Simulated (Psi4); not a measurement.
# InH3 (SMILES [H][In]([H])[H]): a first try and a second

Aim: the energy of InH3 at AQCC/def2-SVP (core potential).

Program for the calculation: Psi4 1.11.

5 further runs of the same task are left out: 5 set aside as unsound or not needed.

## Step 1: The structure to begin with

InH3 has 4 atoms, charge 0, and is taken as a singlet. As SMILES, `[H][In]([H])[H]`. The shape comes from GFN2-xTB, which is rough for such elements, and wasn't checked as a minimum.

Bond lengths: In1–H2 1.719 Å, In1–H3 1.719 Å, In1–H4 1.718 Å. Angles: H2–In1–H3 120.0°, H2–In1–H4 120.1°, H3–In1–H4 119.9°.

## Step 2: The input as first written

The input, job.py:

```python
import psi4

psi4.set_memory('1600 MB')
psi4.set_num_threads(1)
psi4.set_output_file('h3in.out', False)

molecule = psi4.geometry("""
0 1
In     0.00120942    -0.00139840    -0.00102045
H      3.24830693    -0.05251549     0.02553020
H     -1.57699535     2.83723480    -0.03359933
H     -1.67252100    -2.78333981     0.00908958
units bohr
symmetry c1
""")

psi4.set_options({
    'basis': 'def2-SVP',
    'scf_type': 'pk',
    'num_frozen_docc': 4,
    'd_convergence': 1e-16,
    'maxiter': 50,
})

e_tot = psi4.energy('aqcc', molecule=molecule)
print(f'total energy {e_tot:.8f} hartree = {e_tot * 27.211386:.5f} eV')
for k, v in sorted(psi4.core.scalar_variables().items()):
    print(f'{k:45s} {v:18.10f}')
```

On the command line:

```bash
$ python job.py
```

h3in.out:

```text
Psi4 1.11 release

   => Loading Basis Set <=

    Name: DEF2-SVP
    Role: ORBITAL
    Keyword: BASIS

    !!!  WARNING: ECP capability is in beta. Please check occupations closely.  !!!

         ---------------------------------------------------------
                                   SCF
                              RHF Reference
                        1 Threads,   1525 MiB Core
         ---------------------------------------------------------

  ==> Geometry <==

    Molecular point group: c1
    Full point group: C1

    Geometry (in Bohr), charge = 0, multiplicity = 1:

       Center              X                  Y                   Z               Mass
    ------------   -----------------  -----------------  -----------------  -----------------
         IN           0.000041343546    -0.000047642231    -0.000034883681   114.903878776000
         H            3.247138853546    -0.051164732231     0.026515766319     1.007825032230
         H           -1.578163426454     2.838585557769    -0.032613763681     1.007825032230
         H           -1.673689076454    -2.781989052231     0.010075146319     1.007825032230

  Running in c1 symmetry.

[... 83 lines left out ...]
   @RHF iter SAD:  -189.59842086755779   -1.89598e+02   0.00000e+00
[... 4 lines left out ...]
   @RHF iter   5:  -190.90501805647344   -9.91684e-07   2.62903e-06 DIIS
[... 4 lines left out ...]
   @RHF iter  10:  -190.90501807137119    1.42109e-13   3.37480e-11 DIIS
[... 4 lines left out ...]
   @RHF iter  15:  -190.90501807137130    8.52651e-14   1.08309e-14 DIIS
[... 4 lines left out ...]
   @RHF iter  20:  -190.90501807137133   -2.84217e-14   2.12290e-15 DIIS
[... 4 lines left out ...]
   @RHF iter  25:  -190.90501807137133    5.68434e-14   5.12881e-15 DIIS
[... 4 lines left out ...]
   @RHF iter  30:  -190.90501807137133    2.84217e-14   1.96805e-15 DIIS
[... 4 lines left out ...]
   @RHF iter  35:  -190.90501807137136    8.52651e-14   2.50299e-15 DIIS
[... 4 lines left out ...]
   @RHF iter  40:  -190.90501807137130    8.52651e-14   4.54076e-15 DIIS
[... 4 lines left out ...]
   @RHF iter  45:  -190.90501807137142   -1.13687e-13   8.00151e-15 DIIS
[... 4 lines left out ...]
   @RHF iter  50:  -190.90501807137136    8.52651e-14   6.72185e-15 DIIS
[... 1 line left out ...]
PsiException: Could not converge SCF iterations in 50 iterations.

  Failed to converge.
```

The script printed:

```text
Traceback (most recent call last):
  File "job.py", line 25, in <module>
    e_tot = psi4.energy('aqcc', molecule=molecule)
psi4.driver.p4util.exceptions.SCFConvergenceError: Could not converge SCF iterations in 50 iterations.
```

Run time: 1.3 s. Hardware: 1 thread of Intel Xeon 6975P-C (Granite Rapids), shared host; peak memory 0.19 GiB.

## Step 3: Diagnosis

The run stopped without converging.

The telling line is `psi4.driver.p4util.exceptions.SCFConvergenceError: Could not converge SCF iterations in 50 iterations.`. What is wrong: the convergence threshold is tighter than the arithmetic can reach. To mend it: density convergence threshold at its default in place of 1e-16.

## Step 4: The mended input

The input, run.py:

```python
import psi4

psi4.set_memory(1600000000)
psi4.set_num_threads(1)
psi4.core.set_output_file('h3in.out', False)

mol = psi4.geometry("""
0 1
In     0.00120942    -0.00139840    -0.00102045
H      3.24830693    -0.05251549     0.02553020
H     -1.57699535     2.83723480    -0.03359933
H     -1.67252100    -2.78333981     0.00908958
units bohr
symmetry c1
""")

psi4.set_options({
    'basis': 'def2-SVP',
    'scf_type': 'pk',
    'num_frozen_docc': 4,
})

energy_value = psi4.energy("aqcc", molecule=mol)
print(f'total energy {energy_value:.8f} hartree = {energy_value * 27.211386:.5f} eV')
```

On the command line:

```bash
$ python run.py
```

h3in.out:

```text
[...]
    !!!  WARNING: ECP capability is in beta. Please check occupations closely.  !!!
[...]
  Running in c1 symmetry.
[...]
  Nuclear repulsion =   19.933362397008178
[...]
  Multiplicity = 1
[...]
  Nalpha       = 12
  Nbeta        = 12
[...]
    Number of basis functions: 41
[...]
   @RHF iter   1:  -190.89720622400509   -1.29879e+00   3.29621e-03 DIIS/ADIIS
[...]
   @RHF iter   8:  -190.90501807137122   -2.38742e-12   3.00433e-09 DIIS
[...]
    Orbital Energies [Eh]
    ---------------------
    Doubly Occupied:
       1A     -5.385925     2A     -3.647362     3A     -3.637374
       4A     -3.637369     5A     -1.034928     6A     -1.026808
       7A     -1.026802     8A     -1.022856     9A     -1.022818
      10A     -0.560904    11A     -0.405208    12A     -0.404904
[...]
  @RHF Final Energy:  -190.90501807137122
   => Energetics <=
    Nuclear Repulsion Energy =             19.9333623970081781
    One-Electron Energy =                -376.0502486406857656
    Two-Electron Energy =                 165.2118681723063673
    Total Energy =                       -190.9050180713712166
[...]
 Multipole Moments:
 ------------------------------------------------------------------------------------
     Multipole            Electronic (a.u.)      Nuclear  (a.u.)        Total (a.u.)
 ------------------------------------------------------------------------------------
 L = 1.  Multiply by 2.5417464519 to convert [e a0] to [Debye]
 Dipole X            :          0.0055812           -0.0038454            0.0017357
 Dipole Y            :         -0.0066718            0.0044313           -0.0022405
 Dipole Z            :         -0.0045715            0.0032446           -0.0013269
 Magnitude           :                                                    0.0031294
[...]
      * SCS-MP2 total energy:                 -191.012974157282
[...]
      * MP2 total energy:                     -191.006285804488
[...]
```

Standard output:

```text
total energy -191.03088952 hartree = -5198.21527 eV
```

Run time: 1.4 s. Hardware: 1 thread of Intel Xeon 6975P-C (Granite Rapids), shared host; peak memory 0.21 GiB.

## Step 5: Results

At AQCC/def2-SVP (core potential):

| quantity | value |
| --- | --- |
| total energy | -191.03089 Eh |
| HOMO energy (Hartree–Fock orbitals) | -11.02 eV |
| LUMO energy (Hartree–Fock orbitals) | 0.64 eV |
| HOMO–LUMO gap (Hartree–Fock orbitals) | 11.65 eV |
| correlation energy (4 core orbitals frozen) | -125.9 mEh |
